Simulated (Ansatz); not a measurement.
**CH5FSSn: up Jacob's ladder to CCSD(T)**

The task here is to estimate one member of a computed series from the others.

Method: functionals in def2-TZVPP, the program's frozen cores in correlated methods; program: Ansatz 0.2.0, Gaussian basis.

Plan: PBE-D4, r2SCAN-D4, PBE0-D4, B3LYP-D4, ωB97X-V, ωB97M-V, B2PLYP; CCSD(T)/def2-TZVPP; CCSD(T)/def2-QZVPP; extrapolation to the limit.

## The geometry

An earlier PBE0-D4 in a triple-zeta def2 set relaxation fixed the geometry. Sn takes the def2 core potential; no spin-orbit term is included.

SMILES `FC[S][SnH3]`, 9 atoms, charge 0, spin multiplicity 1.

Atoms are counted from 1 here; the program's logs count them from 0.

Bond lengths: F1–C2 1.378 Å, C2–S3 1.798 Å, C2–H5 1.092 Å, C2–H6 1.092 Å, S3–Sn4 2.411 Å, Sn4–H7 1.703 Å, Sn4–H8 1.706 Å, Sn4–H9 1.702 Å. Angles: F1–C2–S3 112.6°, F1–C2–H5 107.6°, F1–C2–H6 108.4°, S3–C2–H5 111.3°, S3–C2–H6 106.6°, H5–C2–H6 110.2°, C2–S3–Sn4 98.5°, S3–Sn4–H7 105.9°, S3–Sn4–H8 106.1°, S3–Sn4–H9 110.5°, H7–Sn4–H8 112.1°, H7–Sn4–H9 110.9°, H8–Sn4–H9 111.1°.

Coordinates:

```xyz
9

F     0.2821    1.6066   -1.2635
C    -0.7653    1.3694   -0.4000
S    -0.2177    0.7706    1.2043
Sn    0.7186   -1.3363    0.4984
H    -1.4358    0.6552   -0.8819
H    -1.2847    2.3131   -0.2204
H     0.7132   -2.3358    1.8766
H    -0.3124   -1.9255   -0.7266
H     2.3020   -1.1173   -0.0869
```

Set-up of the first run:

File in.yaml:

```yaml
crystal:
  periodic: [false, false, false]
  atoms:
    - {symbol: F, position_ang: [0.282069, 1.606597, -1.263526]}
    - {symbol: C, position_ang: [-0.765274, 1.369436, -0.399999]}
    - {symbol: S, position_ang: [-0.217704, 0.770601, 1.204339]}
    - {symbol: Sn, position_ang: [0.718637, -1.336292, 0.498391]}
    - {symbol: H, position_ang: [-1.435771, 0.655216, -0.881893]}
    - {symbol: H, position_ang: [-1.284720, 2.313060, -0.220436]}
    - {symbol: H, position_ang: [0.713228, -2.335832, 1.876605]}
    - {symbol: H, position_ang: [-0.312442, -1.925536, -0.726626]}
    - {symbol: H, position_ang: [2.301986, -1.117260, -0.086865]}
basis:
  gaussian: {orbitals: def2-TZVPP}
hamiltonian: {xc: pbe, dispersion: d4}
output: {forces: true, orbitals: {seedname: orbitals}}
```

The run is started by

```sh
> ansatz run in.yaml --threads 2 --pin off --events-out ev --progress --plain --max-ram 22528MiB --backend cpu
```

Among the steps run: PBE-D4 (GGA); r2SCAN-D4 (meta-GGA); PBE0-D4 (hybrid); B3LYP-D4 (hybrid); ωB97X-V (range-separated); ωB97M-V (range-separated); B2PLYP (double hybrid); CCSD(T) in def2-TZVPP; CCSD(T) in def2-QZVPP.

One of the session's tables, all rows but one given; the rest of the session is left out.

| method | atomisation energy (eV) |
| --- | --- |
| PBE-D4 | 28.285 |
| r2SCAN-D4 | 27.915 |
| PBE0-D4 | 27.759 |
| B3LYP-D4 | 27.723 |
| ωB97X-V | 28.135 |
| ωB97M-V | 27.961 |
| B2PLYP | 27.348 |
| HF/def2-TZVPP | 19.482 |
| MP2/def2-TZVPP | ? |
| CCSD/def2-TZVPP | 26.722 |
| CCSD(T)/def2-TZVPP | 27.197 |
| MP2/CBS | 28.090 |
| CCSD(T)/CBS | 28.020 |

Q: Estimate the row for MP2/def2-TZVPP from the others.

As computed: atomisation energy (eV): 27.266. In the column «atomisation energy (eV)» it lies between CCSD(T)/def2-TZVPP (27.197) and B2PLYP (27.348).
